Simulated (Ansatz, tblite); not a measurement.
**The cluster In₂As₃: competing shapes**

The task here is to estimate one member of a computed series from the others.

Method: relaxed with r2SCAN-D4/def2-SVP, doublet; program: Ansatz 0.2.0, Gaussian basis.

3 further runs of the same task are left out: 3 set aside as unsound or not needed.

### The starting structure

5 atoms, charge 0, spin multiplicity 2.

Atoms are counted from 1 here; the program's logs count them from 0.

Bond lengths: In1–In2 2.848 Å, In1–As4 2.862 Å, In1–As5 2.864 Å, In2–As3 2.786 Å, As3–As4 2.360 Å, As3–As5 2.361 Å, As4–As5 2.575 Å. Angles: In2–In1–As4 70.0°, In2–In1–As5 69.8°, As4–In1–As5 53.4°, In1–In2–As3 91.4°, In2–As3–As4 78.6°, In2–As3–As5 78.4°, As4–As3–As5 66.1°, In1–As4–As3 100.6°, In1–As4–As5 63.3°, As3–As4–As5 57.0°, In1–As5–As3 100.5°, In1–As5–As4 63.2°, As3–As5–As4 56.9°.

Geometry (Å):

```
In    1.5424    1.0880   -1.0394
In    0.2226   -1.4121   -1.3810
As   -1.3442   -0.9704    0.8796
As   -1.1036    1.2233    0.0441
As    0.6828    0.0712    1.4967
```

In takes a core potential in the def2 sets. No spin-orbit coupling is included.

A search from random starts with GFN1-xTB found 8 distinct shapes; 3 go on here. The structure above is candidate A, which lies 0.00 eV above the lowest at that level; B lies 0.04 eV above the lowest at that level; C lies 0.25 eV above the lowest at that level.

The first run:

Input file in.yaml:

```yaml
crystal:
  periodic: [false, false, false]
  atoms:
    - {symbol: In, position_ang: [1.542390, 1.088030, -1.039370]}
    - {symbol: In, position_ang: [0.222610, -1.412110, -1.380970]}
    - {symbol: As, position_ang: [-1.344210, -0.970430, 0.879560]}
    - {symbol: As, position_ang: [-1.103570, 1.223320, 0.044070]}
    - {symbol: As, position_ang: [0.682780, 0.071190, 1.496710]}
basis:
  gaussian: {orbitals: def2-SVP}
magnetization: {spin_polarized: true, initial_magnetization: 1}
hamiltonian: {xc: r2scan, dispersion: d4}
scf: {lower_state_search: "off"}
output: {orbitals: {seedname: orbitals}}
relax: {f_tol: 0.02, max_steps: 100}
```

Launch:

```
ansatz run in.yaml --threads 4 --pin off --events-out ev --progress --plain --max-ram 8704MiB
```

Among the steps run: Relaxing candidate A; Relaxing candidate B; Relaxing candidate C; Candidate A, PBE0-D4/def2-TZVP; Candidate A, PBE-D4/def2-TZVP; Candidate A, r2SCAN-D4/def2-TZVP; Candidate A, HF/def2-TZVP; Candidate A, r2SCAN0-D4/def2-TZVP; Candidate A, MP2/def2-TZVP; Candidate C, PBE0-D4/def2-TZVP; Candidate C, PBE-D4/def2-TZVP; Candidate C, r2SCAN-D4/def2-TZVP; Candidate C, HF/def2-TZVP; Candidate C, r2SCAN0-D4/def2-TZVP; Candidate C, MP2/def2-TZVP.

One of the session's tables, all rows but one given; the rest of the session is left out.

It belongs to the step «A against B». 

```
               level  A above B (kcal/mol)
            GFN1-xTB                  -2.7
            GFN2-xTB                     ?
        HF/def2-TZVP                 +17.0
    PBE-D4/def2-TZVP                  +7.4
 r2SCAN-D4/def2-TZVP                  +6.2
   PBE0-D4/def2-TZVP                  +8.1
r2SCAN0-D4/def2-TZVP                  +7.4
       MP2/def2-TZVP                  +3.0
```

Estimate the missing values for GFN2-xTB.

The run gave: A above B (kcal/mol): +16.6. In the column «A above B (kcal/mol)» it lies between PBE0-D4/def2-TZVP (+8.1) and HF/def2-TZVP (+17.0).

Limits of these values: A random search of this size may have missed the true lowest shape. Only doublets are compared; another spin may lie lower and prefer another shape.
